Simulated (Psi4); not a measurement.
# GeH3O (SMILES [OH][GeH2]): UPBE/cc-pVTZ

What is the energy change on altering one bond length of GeH3O at UPBE/cc-pVTZ? 

The calculation is run with Psi4 1.11.

1 further run of the same task is left out (set aside as unsound or not needed).

## 1. The system as given

GeH3O has 5 atoms, charge 0, and is taken as a doublet. SMILES: `[OH][GeH2]`. The shape is that of a PBE0-D4/def2-TZVP optimisation. This is one conformer, not always the lowest.

Bond lengths: O1–Ge2 1.786 Å, O1–H3 0.960 Å, Ge2–H4 1.546 Å, Ge2–H5 1.557 Å. Angles: O1–Ge2–H4 103.8°, O1–Ge2–H5 108.9°, Ge2–O1–H3 112.6°, H4–Ge2–H5 111.8°.

## 2. A single-point energy at UPBE/cc-pVTZ

File geh3o.py:

```python
import psi4

psi4.set_memory('1600 MB')
psi4.set_num_threads(1)
psi4.core.set_output_file('psi4.out', False)

m = psi4.geometry("""
0 2
O
Ge 1 1.78569
H 1 0.96014 2 112.57468
H 2 1.545683 1 103.75107 3 165.58826
H 2 1.557015 4 111.78218 1 117.23472
symmetry c1
""")

options = {'reference': 'uks', 'puream': True, 'e_convergence': 1e-09, 'd_convergence': 1e-08, 'scf_type': 'pk', 'dft_radial_points': 99, 'dft_spherical_points': 590, 'maxiter': 200}
psi4.set_options(options)

e_tot, wfn = psi4.energy('pbe/cc-pVTZ', molecule=m, return_wfn=True)
psi4.oeprop(wfn, 'LOWDIN_CHARGES', 'WIBERG_LOWDIN_INDICES', 'DIPOLE')
print('E =', round(e_tot, 9))
```

Launch:

```sh
python geh3o.py
```

psi4.out (excerpt; [...] marks lines left out):

```text
[...]
  Running in c1 symmetry.
[...]
  Nuclear repulsion =  113.083778088950794
[...]
  Multiplicity = 2
[...]
  Nalpha       = 22
  Nbeta        = 21
[...]
    Number of basis functions: 115
[...]
   @UKS iter   1: -2152.31636194178964   -1.88729e+00   1.94788e-02 ADIIS/DIIS
[...]
   @UKS iter  13: -2153.67119804944423   -8.18545e-12   3.99101e-09 DIIS
[...]
   @S^2 Observed:                7.514547378E-01
[...]
    Orbital Energies [Eh]
    ---------------------
    Alpha Occupied:
       1A   -397.078752     2A    -49.185707     3A    -43.799624
       4A    -43.798531     5A    -43.798046     6A    -18.761656
       7A     -5.983210     8A     -4.199603     9A     -4.197614
      10A     -4.195453    11A     -1.110924    12A     -1.105635
      13A     -1.104682    14A     -1.102878    15A     -1.102787
      16A     -0.905857    17A     -0.512432    18A     -0.414423
      19A     -0.330422    20A     -0.308150    21A     -0.283212
      22A     -0.178899
    Alpha Virtual:
      23A     -0.032276    24A      0.020370    25A      0.033513
[...]
  @UKS Final Energy: -2153.67119804944423
   => Energetics <=
    Nuclear Repulsion Energy =            113.0837780889507940
    One-Electron Energy =               -3224.9873551074597344
    Two-Electron Energy =                1046.5359018090864538
    DFT Exchange-Correlation Energy =     -88.3035228400218841
    Empirical Dispersion Energy =           0.0000000000000000
    VV10 Nonlocal Energy =                  0.0000000000000000
    Total Energy =                      -2153.6711980494442287
[...]
 Multipole Moments:
 ------------------------------------------------------------------------------------
     Multipole            Electronic (a.u.)      Nuclear  (a.u.)        Total (a.u.)
 ------------------------------------------------------------------------------------
 L = 1.  Multiply by 2.5417464519 to convert [e a0] to [Debye]
 Dipole X            :          1.4249153           -1.4522986           -0.0273833
 Dipole Y            :          0.0250740            0.4521303            0.4772043
 Dipole Z            :          3.4114177           -3.3161211            0.0952966
 Magnitude           :                                                    0.4873964
[...]
```

Standard output:

```text
Memory set to   1.490 GiB by Python driver.
  Threads set to 1 by Python driver.
E = -2153.671198049
```

Run time: 31 s. Hardware: 1 thread of Intel Xeon 6975P-C (Granite Rapids), shared host; peak memory 1.5 GiB.

## 3. The distorted shape: energy and forces at UPBE/cc-pVTZ

File geh3o.json:

```json
{
  "schema_name": "qcschema_input",
  "schema_version": 1,
  "molecule": {
    "schema_name": "qcschema_molecule",
    "schema_version": 2,
    "symbols": ["O", "Ge", "H", "H", "H"],
    "geometry": [0.25117484, -2.12832861, 0.53847557, -1.40346936, 0.69095379, -0.2986731, 2.07378545, -1.71511543, 1.97759839, -3.06019225, -0.12257331, -2.562565, 0.55050746, 2.75434575, -1.06136657],
    "molecular_charge": 0,
    "molecular_multiplicity": 2,
    "fix_symmetry": "c1",
    "fix_com": true,
    "fix_orientation": true
  },
  "driver": "gradient",
  "model": {
    "method": "pbe",
    "basis": "cc-pVTZ"
  },
  "keywords": {
    "reference": "uks",
    "puream": true,
    "e_convergence": 1e-09,
    "d_convergence": 1e-08,
    "scf_type": "pk",
    "dft_radial_points": 99,
    "dft_spherical_points": 590,
    "maxiter": 200,
    "scf_properties": ["MAYER_INDICES", "MULLIKEN_CHARGES", "DIPOLE"]
  }
}
```

Launch:

```sh
psi4 --qcschema geh3o.json -n 1 --memory 1600MB
```

stdout (excerpt; [...] marks lines left out):

```text
[...]
                   'protocols': {'error_correction': {'default_policy': True, 'policies': None},
                                 'native_files': 'none',
[...]
  Running in c1 symmetry.
[...]
  Nuclear repulsion =  111.443535436004481
[...]
  Multiplicity = 2
[...]
  Nalpha       = 22
  Nbeta        = 21
[...]
    Number of basis functions: 115
[...]
   @UKS iter   1: -2152.23637616900533   -1.90477e+00   1.95643e-02 ADIIS/DIIS
[...]
   @UKS iter  14: -2153.63243967636936    0.00000e+00   3.38357e-09 DIIS
[...]
   @S^2 Observed:                7.516096593E-01
[...]
  @UKS Final Energy: -2153.63243967636936
   => Energetics <=
    Nuclear Repulsion Energy =            111.4435354360044812
    One-Electron Energy =               -3221.9400251324768760
    Two-Electron Energy =                1045.0625913171729735
    DFT Exchange-Correlation Energy =     -88.1985412970695961
    Empirical Dispersion Energy =           0.0000000000000000
    VV10 Nonlocal Energy =                  0.0000000000000000
    Total Energy =                      -2153.6324396763693585
[...]
 Multipole Moments:
 ------------------------------------------------------------------------------------
     Multipole            Electronic (a.u.)      Nuclear  (a.u.)        Total (a.u.)
 ------------------------------------------------------------------------------------
 L = 1.  Multiply by 2.5417464519 to convert [e a0] to [Debye]
 Dipole X            :         43.6877902          -43.3375201            0.3502701
 Dipole Y            :         -5.6844244            6.0005494            0.3161250
 Dipole Z            :          7.1718775           -6.8960678            0.2758097
 Magnitude           :                                                    0.5465301
[...]
  -Total Gradient:
     Atom            X                  Y                   Z
    ------   -----------------  -----------------  -----------------
       1       -0.087642869790    -0.002854550595    -0.066933137296
       2        0.002855119153    -0.011339269167    -0.005481426960
       3        0.085179294743     0.014970642344     0.066774202715
       4        0.001434273271     0.002392658137     0.003817339699
       5       -0.001832100149    -0.003169207377     0.001821037816
[...]
```

The result, in JSON:

```text
{
 "driver": "gradient",
 "model": {
  "method": "pbe",
  "basis": "cc-pVTZ"
 },
 "success": true,
 "return_result": [-0.08764286978989941, -0.002854550594711097, -0.06693313729570907, 0.0028551191528583403, -0.011339269167303018, -0.005481426960293204, 0.08517929474292327, 0.014970642343693049, 0.06677420271461793, 0.0014342732711108835, 0.002392658136710274, 0.003817339699468361, -0.001832100149016469, -0.0031692073773473273, 0.0018210378156383253],
 "properties": {
  "calcinfo_nbasis": 115,
  "calcinfo_nmo": 115,
  "calcinfo_nalpha": 22,
  "calcinfo_nbeta": 21,
  "calcinfo_natom": 5,
  "nuclear_repulsion_energy": 111.44353543600448,
  "return_energy": -2153.6324396763694,
  "return_gradient": [-0.08764286978989941, -0.002854550594711097, -0.06693313729570907, 0.0028551191528583403, -0.011339269167303018, -0.005481426960293204, 0.08517929474292327, 0.014970642343693049, 0.06677420271461793, 0.0014342732711108835, 0.002392658136710274, 0.003817339699468361, -0.001832100149016469, -0.0031692073773473273, 0.0018210378156383253],
  "scf_one_electron_energy": -3221.940025132477,
  "scf_two_electron_energy": 1045.062591317173,
  "scf_xc_energy": -88.1985412970696,
  "scf_dipole_moment": [0.3502701081909052, 0.31612502019477695, 0.27580965194596896],
  "scf_total_energy": -2153.6324396763694,
  "scf_total_gradient": [-0.08764286978989941, -0.002854550594711097, -0.06693313729570907, 0.0028551191528583403, -0.011339269167303018, -0.005481426960293204, 0.08517929474292327, 0.014970642343693049, 0.06677420271461793, 0.0014342732711108835, 0.002392658136710274, 0.003817339699468361, -0.001832100149016469, -0.0031692073773473273, 0.0018210378156383253],
  "scf_iterations": 14
 }
}
```

Wall time 71 s (1 thread of Intel Xeon 6975P-C (Granite Rapids), shared host); peak memory 1.5 GiB.

## 4. Summary of results

Level: UPBE/cc-pVTZ.

| quantity | value |
| --- | --- |
| first shape: total energy | -2153.67120 Eh |
| first shape: dipole moment | 1.24 D |
| first shape: HOMO energy (highest over α and β) | -4.87 eV |
| first shape: LUMO energy (lowest over α and β) | -3.58 eV |
| first shape: ⟨S²⟩ | 0.751 |
| distorted shape: total energy | -2153.63244 Eh |
| distorted shape: dipole moment | 1.39 D |
| distorted shape: HOMO energy (highest over α and β) | -4.78 eV |
| distorted shape: LUMO energy (lowest over α and β) | -3.50 eV |
| distorted shape: ⟨S²⟩ | 0.752 |
| distorted shape: largest force on an atom | 5.673 eV/Å |
| energy change with the O1–H3 bond stretched from 0.960 to 1.248 Å | 1.055 eV |

What this shows: With the O1–H3 bond stretched from 0.960 to 1.248 Å the energy rises by 1.05 eV (102 kJ/mol). The first shape isn't relaxed at this level, so the change isn't measured from a minimum. Mulliken charges (distorted shape) run from -0.43 on O1 to +0.33 on Ge2; they depend strongly on the basis.
